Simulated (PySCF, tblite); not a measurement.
# C₃H₁₂N₂Si: geometry, infrared bands and NMR shifts

Wanted: the infrared bands and NMR shifts of C₃H₁₂N₂Si (`CC(C)N[SiH2]N`), by calculation.

Computed with tblite 0.8.0 and PySCF 2.14.0, with density-fitted response routines of our own, on a single molecule in the gas phase. Atoms are numbered from 0 throughout.

## Step 1: Starting geometry

18 atoms, charge 0, multiplicity 1; geometry from: force field or distance geometry start.

Bonds of the start (Å): C0–C1 1.50, C1–C2 1.52, C1–N3 1.42, N3–Si4 1.76, Si4–N5 1.80, C0–H6 1.11, C0–H7 1.09, C0–H8 1.12, C1–H9 1.11, C2–H10 1.10, C2–H11 1.10, C2–H12 1.13, N3–H13 1.02, Si4–H14 1.45, Si4–H15 1.48, N5–H16 1.03, N5–H17 1.04.

## Step 2: Relaxing the molecule with GFN2-xTB

The job: settings as JSON, then the geometry in Å.

```
{"job": {"kind": "relax", "xc": "GFN2-xTB", "basis": "xTB"}, "charge": 0, "multiplicity": 1}
C     -1.068100     1.120300     1.063600
C     -1.037400     0.451100    -0.279500
C     -1.818800    -0.848900    -0.276600
N      0.256300     0.262000    -0.845900
Si     1.404300    -0.711000     0.072000
N      3.000900     0.093900    -0.097800
H     -1.381200     0.352400     1.807300
H     -0.155400     1.634700     1.376700
H     -1.899700     1.875100     1.096000
H     -1.583700     1.126000    -0.966100
H     -1.643000    -1.478600     0.610700
H     -1.556000    -1.391900    -1.195300
H     -2.914100    -0.568000    -0.246000
H      0.671300     1.104500    -1.256400
H      1.134600    -0.852300     1.488600
H      1.600200    -2.076800    -0.452400
H      3.712300    -0.496700    -0.556500
H      3.268600     0.410300     0.851800
```

Command:

```sh
OMP_NUM_THREADS=1 python probes_run.py task.json out
```

This one command runs all jobs of the session in turn.

Standard output:

```text
step      E/eV     max force
  0    -547.86321    2.329
  1    -548.08992    0.820
  2    -548.15894    0.478
  3    -548.19663    0.586
  4    -548.23602    0.505
  5    -548.25990    0.314
  6    -548.27619    0.306
  7    -548.28984    0.284
  8    -548.29826    0.238
  9    -548.30390    0.189
 10    -548.30904    0.181
 11    -548.31404    0.272
 12    -548.31857    0.249
 13    -548.32200    0.137
 14    -548.32518    0.144
 15    -548.32934    0.200
 16    -548.33400    0.266
 17    -548.33819    0.228
 18    -548.34195    0.136
 19    -548.34610    0.203
 20    -548.35158    0.226
 21    -548.35864    0.266
 22    -548.36599    0.218
 23    -548.37274    0.187
 24    -548.37945    0.225
 25    -548.38760    0.272
 26    -548.39696    0.254
 27    -548.40560    0.221
 28    -548.41089    0.255
 29    -548.41526    0.297
 30    -548.42052    0.183
 31    -548.42587    0.135
 32    -548.42871    0.188
 33    -548.43208    0.166
 34    -548.43653    0.139
 35    -548.44013    0.115
 36    -548.44326    0.133
 37    -548.44614    0.138
 38    -548.44888    0.136
 39    -548.45183    0.107
 40    -548.45454    0.109
 41    -548.45770    0.142
 42    -548.46034    0.135
 43    -548.46401    0.152
 44    -548.46696    0.149
 45    -548.46939    0.144
 46    -548.47169    0.157
 47    -548.47432    0.150
 48    -548.47643    0.157
 49    -548.47826    0.114
 50    -548.47967    0.097
 51    -548.48133    0.096
 52    -548.48258    0.096
 53    -548.48416    0.131
 54    -548.48519    0.097
 55    -548.48636    0.115
 56    -548.48783    0.093
 57    -548.48965    0.096
 58    -548.49067    0.091
 59    -548.49175    0.111
 60    -548.49268    0.088
 61    -548.49353    0.066
 62    -548.49408    0.058
 63    -548.49460    0.063
 64    -548.49504    0.065
 65    -548.49556    0.070
 66    -548.49606    0.056
 67    -548.49643    0.034
 68    -548.49664    0.029
 69    -548.49681    0.033
 70    -548.49703    0.050
 71    -548.49732    0.050
 72    -548.49758    0.033
 73    -548.49774    0.025
 74    -548.49785    0.028
 75    -548.49797    0.028
 76    -548.49814    0.028
 77    -548.49831    0.032
 78    -548.49844    0.031
 79    -548.49855    0.028
 80    -548.49869    0.027
 81    -548.49886    0.028
 82    -548.49901    0.026
 83    -548.49911    0.020
 84    -548.49918    0.023
 85    -548.49925    0.023
 86    -548.49932    0.020
 87    -548.49937    0.014
 88    -548.49940    0.010
 89    -548.49942    0.010
 90    -548.49945    0.011
 91    -548.49948    0.015
 92    -548.49951    0.014
 93    -548.49953    0.009
```

It took 0.97 s on 1 thread of Arm Neoverse N1, shared host; peak memory 0.18 GiB.

The steps of the relaxation: (not every step is listed)

```csv
step,energy from step 0 (eV),largest force (eV/Å)
0,0.0000,2.3293
1,-0.2267,0.8202
2,-0.2957,0.4784
3,-0.3334,0.5859
4,-0.3728,0.5047
5,-0.3967,0.3140
6,-0.4130,0.3064
7,-0.4266,0.2836
8,-0.4351,0.2375
16,-0.4708,0.2658
24,-0.5162,0.2254
32,-0.5655,0.1884
40,-0.5913,0.1088
48,-0.6132,0.1565
56,-0.6246,0.0927
64,-0.6318,0.0653
72,-0.6344,0.0325
80,-0.6355,0.0272
88,-0.6362,0.0100
89,-0.6362,0.0100
90,-0.6362,0.0106
91,-0.6363,0.0154
92,-0.6363,0.0142
93,-0.6363,0.0093
```

Distances of close pairs at the start and the end, largest changes first:

```
   bond  before (Å)  after (Å)  change (Å)
 Si4–N5       1.796      1.727      -0.069
 N3–Si4       1.763      1.714      -0.049
 C2–H12       1.131      1.087      -0.044
  C0–H8       1.124      1.087      -0.036
  C0–C1       1.501      1.533      +0.033
Si4–H14       1.449      1.480      +0.031
 N5–H17       1.036      1.007      -0.029
  C0–H6       1.114      1.087      -0.027
```

The next job starts from the end point, and lists it.

## Step 3: Infrared spectrum with GFN2-xTB

The job: settings as JSON, then the geometry in Å.

```
{"job": {"kind": "ir", "xc": "GFN2-xTB", "basis": "xTB"}, "charge": 0, "multiplicity": 1}
C     -1.301582     1.233582     1.082257
C     -1.016617     0.546529    -0.258667
C     -1.705160    -0.810752    -0.318006
N      0.399970     0.402343    -0.496604
Si     1.414705    -0.837302     0.112225
N      2.998194    -0.255720    -0.259860
H     -0.905876     0.628386     1.894083
H     -0.826389     2.211999     1.115764
H     -2.371715     1.360703     1.226688
H     -1.426751     1.177340    -1.062004
H     -1.374978    -1.434575     0.507341
H     -1.455371    -1.311455    -1.248613
H     -2.784092    -0.688228    -0.259340
H      0.840238     1.284135    -0.707919
H      1.206217    -1.124021     1.549225
H      1.262247    -2.078605    -0.651123
H      3.748766    -0.919246    -0.172829
H      3.289434     0.621204     0.141445
```

Standard output:

```text
mode    cm-1     km/mol
  1      61.2      1.01
  2      86.6      0.61
  3     156.8      1.98
  4     189.6     12.94
  5     209.1      1.95
  6     231.4      5.88
  7     249.3      0.16
  8     317.7     58.54
  9     370.6      5.80
 10     422.4     22.53
 11     529.2      1.58
 12     533.4     45.29
 13     577.1    235.11
 14     616.0     64.98
 15     747.7    163.64
 16     776.1     82.12
 17     820.7     79.40
 18     860.7    221.50
 19     889.0    162.57
 20     917.5     66.60
 21     938.9      3.15
 22     970.7      2.70
 23    1039.6     32.81
 24    1115.9     16.69
 25    1148.1     17.37
 26    1219.1     64.91
 27    1302.9    131.01
 28    1320.1     28.09
 29    1370.4     40.10
 30    1394.6      9.13
 31    1411.0      6.20
 32    1485.8      0.94
 33    1493.7      0.35
 34    1495.8      3.29
 35    1505.0      2.02
 36    1548.3     41.20
 37    2080.5    423.73
 38    2225.1    282.26
 39    2860.6     82.09
 40    3025.3     32.94
 41    3030.9      7.49
 42    3035.6     80.35
 43    3040.7     14.15
 44    3050.6     56.16
 45    3054.7     25.92
 46    3457.8      6.61
 47    3482.1      3.26
 48    3525.5      2.96
```

Wall time 0.9 s (1 thread of Arm Neoverse N1, shared host); peak memory 0.18 GiB.

The strongest bands and the atoms that carry them (share of the mass-weighted mode):

```
cm⁻¹  km/mol                                   atoms
 577   235.1  H16 26 %, H17 17 %, H14 16 %, H15 16 %
 748   163.6  H14 31 %, H15 19 %, H16 11 %, Si4 11 %
 776    82.1             N3 33 %, H14 19 %, H15 14 %
 861   221.5  H17 24 %, H16 18 %, H14 15 %, H15 10 %
 889   162.6                       N5 40 %, Si4 32 %
1303   131.0     H9 34 %, C1 20 %, H13 19 %, N3 14 %
2080   423.7                                H14 94 %
2225   282.3                                H15 94 %
```

## Step 4: NMR shieldings: PBE0/pcSseg-1

Settings changed since step 3:

```diff
@@ -1,2 +1,2 @@
-{"job": {"kind": "ir", "xc": "GFN2-xTB", "basis": "xTB"}, "charge": 0, "multiplicity": 1}
+{"job": {"kind": "nmr", "xc": "PBE0", "basis": "pcSseg-1"}, "charge": 0, "multiplicity": 1}
 C     -1.301582     1.233582     1.082257
```

Level: GIAO PBE0/pcSseg-1 NMR shielding, non-relativistic, gas phase.

Standard output:

```text
coarse grid: 14448 points
cycle   1  E = -520.0284115799  dE =  4.571e-01  |g| = 6.007e-01  |ddm| = 3.580e+00
cycle   2  E = -519.9814918593  dE =  4.692e-02  |g| = 7.620e-01  |ddm| = 1.219e+00
cycle   3  E = -520.1101048544  dE = -1.286e-01  |g| = 6.392e-02  |ddm| = 7.572e-01
cycle   4  E = -520.1108630913  dE = -7.582e-04  |g| = 2.726e-02  |ddm| = 7.550e-02
cycle   5  E = -520.1110296556  dE = -1.666e-04  |g| = 4.934e-03  |ddm| = 2.409e-02
cycle   6  E = -520.1110338927  dE = -4.237e-06  |g| = 2.086e-03  |ddm| = 5.350e-03
final grid: 132000 points
cycle   7  E = -520.1412187218  dE = -3.497e-05  |g| = 9.924e-03  |ddm| = 2.662e-02
cycle   8  E = -520.1412051568  dE =  1.356e-05  |g| = 1.274e-02  |ddm| = 1.825e-02
cycle   9  E = -520.1412412379  dE = -3.608e-05  |g| = 6.920e-04  |ddm| = 1.013e-02
cycle  10  E = -520.1412413331  dE = -9.523e-08  |g| = 2.393e-04  |ddm| = 7.004e-04
cycle  11  E = -520.1412413460  dE = -1.290e-08  |g| = 3.941e-05  |ddm| = 2.313e-04
cycle  12  E = -520.1412413463  dE = -2.954e-10  |g| = 1.575e-05  |ddm| = 5.134e-05
converged SCF energy = -520.1412413463

GIAO shielding tensors (ppm)
atom      isotropic    diamagn.    paramagn.     s11        s22        s33       span
  0 C      157.578     248.643     -91.065    135.837    152.131    184.767     48.931
  1 C      139.066     240.642    -101.576    121.214    136.077    159.907     38.694
  2 C      161.396     249.744     -88.348    145.920    153.380    184.889     38.969
  3 N      220.361     324.609    -104.247    168.436    207.009    285.639    117.203
  4 Si     391.177     880.824    -489.647    364.920    375.801    432.810     67.890
  5 N      261.860     315.787     -53.927    223.431    264.428    297.721     74.291
  6 H       30.372      31.267      -0.895     27.403     29.596     34.118      6.715
  7 H       30.638      30.807      -0.169     27.088     28.539     36.287      9.200
  8 H       30.727      29.984       0.744     26.212     28.442     37.528     11.316
  9 H       28.435      30.897      -2.462     24.406     26.987     33.911      9.505
 10 H       30.703      31.817      -1.114     27.630     29.713     34.767      7.136
 11 H       30.002      30.897      -0.895     26.152     27.868     35.985      9.833
 12 H       30.462      29.932       0.530     26.295     27.972     37.119     10.824
 13 H       31.568      35.602      -4.034     22.739     31.097     40.869     18.130
 14 H       25.890      30.967      -5.077     22.074     25.364     30.230      8.157
 15 H       26.685      30.656      -3.972     23.069     25.450     31.535      8.466
 16 H       31.828      28.864       2.964     24.407     26.859     44.218     19.811
 17 H       31.951      31.511       0.440     24.283     29.387     42.182     17.899
```

Run time: 51 s. Hardware: 1 thread of Arm Neoverse N1, shared host; peak memory 0.76 GiB.

Shifts follow as δ = σ(reference) − σ, with reference shieldings (ppm) from runs at the same level and on the same kind of geometry: 1H TMS 31.72, 13C TMS 186.9, 29Si TMS 349.2, 15N NH3 267.7. The references are single molecules in the gas phase, so shifts against H2O, NH3, PH3, H3PO4 or CFCl3 are not on the usual liquid scales and can be off by tens of ppm. Atoms listed in one row are averaged.

```
                    atoms                             environment  σ (ppm)  δ (ppm)  δ scaled to CDCl3
                       C1                      sp3 CH bonded to N    139.1     47.9               44.8
                   C0, C2                           methyl carbon    159.5     27.4               24.9
                 H14, H15     hydrogen on a silicon bonded to 2 N    26.29     5.43                  –
                       H9       hydrogen on an sp3 CH bonded to N    28.43     3.28               3.20
H6, H7, H8, H10, H11, H12             hydrogen on a methyl carbon    30.48     1.23               1.27
                      H13  hydrogen on a nitrogen bonded to C, Si    31.57     0.15                  –
                 H16, H17     hydrogen on a nitrogen bonded to Si    31.89    -0.17                  –
                       N3             nitrogen bonded to C, Si, H    220.4     47.4                  –
                       N5              nitrogen bonded to Si, 2 H    261.9      5.9                  –
                      Si4              silicon bonded to 2 N, 2 H    391.2    -42.0                  –
```

The scaled column applies a straight-line fit of computed shieldings to shifts measured in CDCl3 (root-mean-square error 0.16 ppm for H, 1.9 ppm for C).

The run also stored atomic charges by several schemes (e):

| atoms | Mulliken | IAO | Hirshfeld | ESP fit |
| --- | --- | --- | --- | --- |
| C0, C2 | -0.24 | -0.43 | -0.12 | -0.58 |
| C1 | -0.12 | 0.02 | 0.03 | 0.68 |
| N3 | -0.64 | -0.69 | -0.24 | -0.93 |
| Si4 | 0.81 | 1.01 | 0.38 | 0.86 |
| N5 | -0.63 | -0.84 | -0.32 | -1.03 |

Mayer bond orders: C0–C1 1.02, C1–C2 1.04, C1–N3 0.95, N3–Si4 0.99, Si4–N5 1.02.

Orbitals, density, ELF and potential are computed afterwards from the orbital file.

Frontier orbitals at PBE0/pcSseg-1, with the share of their density that lies nearest to each atom:

| orbital | energy (eV) | lies on |
| --- | --- | --- |
| HOMO | -6.44 | N3 59 %; H13, H14 about 7 % each; C0 6 % |
| LUMO | 1.00 | H14, H16 about 12 % each; Si4 12 %; H10, H15 about 9 % each |

ELF in a plane through or near 7 of the atoms.

Ten even steps from ' ' (0.00) to '@' (1.00):
```
                                                        
                                                        
                                                        
                              ==%%**::                  
                            --@@@@@@##                  
            ++##++          ::@@@@@@##..                
          ::@@@@@@..    ..    ++@@%%++##%%++            
          ::@@@@@@..  ..==--  ::**==**@@@@%%            
        ..::**####==..==%%##====@@%%++%%@@**            
      ::##%%##::==##..++%%##**++**##::....              
      ++@@@@@@**%%::==..%%**--++%%**::                  
      ::%%@@##--==..--..==::  ++##****@@%%==            
          ..    ::%%@@%%::    ====--@@@@@@@@            
                ##@@@@@@==  ..****==%%@@@@@@            
              --@@@@@@@@==  ::**##==--####::            
              ::%%@@@@@@..    ==++::                    
                ..++**==                                
                                                        
                                                        
                                                        
```
The map spans 12.9 Å across and 9.6 Å up, centred on the molecule. Atoms in the plane (x, y in Å): C2 (1.5, -1.3), N5 (-3.0, 0.3), H7 (1.3, 2.2), H12 (2.6, -1.4), H15 (-1.7, -1.9), H16 (-3.9, -0.1), H17 (-3.1, 1.3).

On the surface of density 0.002 e/bohr³ the electrostatic potential runs, from the 1st to the 99th percentile, from -1.51 V near N5 to 1.44 V near H17.

## Step 5: Results

```
                                                               quantity                              value
                              strongest single infrared mode (GFN2-xTB)              2080 cm⁻¹, 424 km/mol
                                           zero-point energy (GFN2-xTB)                      94.6 kcal/mol
13C shifts against TMS (PBE0/pcSseg-1, means over atoms taken as alike)                     47.9, 27.4 ppm
 1H shifts against TMS (PBE0/pcSseg-1, means over atoms taken as alike)  5.43, 3.28, 1.23, 0.15, -0.17 ppm
                                 15N shifts against NH3 (PBE0/pcSseg-1)                      47.4, 5.9 ppm
                                29Si shifts against TMS (PBE0/pcSseg-1)                          -42.0 ppm
                                  surface potential, 1st and 99th percentile                 -1.51 V and 1.44 V
```

In words: The optimisation took 93 steps and gained 0.636 eV; among the close pairs (by a distance rule), Si4–N5 changed most, from 1.796 to 1.727 Å. No mode is imaginary among the 48: a minimum at this level. The strongest single mode, at 2080 cm⁻¹, moves mainly H14. GFN2-xTB is a fitted tight-binding method: band positions and strengths are rough. Its intensities can rank the bands wrongly. C1 (sp3 CH bonded to N) lies farthest downfield among carbon, at 47.9 ppm; pulled downfield by the heteroatom. At PBE0/pcSseg-1: Shielding is most anisotropic at N3 (span 117 ppm, paramagnetic term -104 ppm).
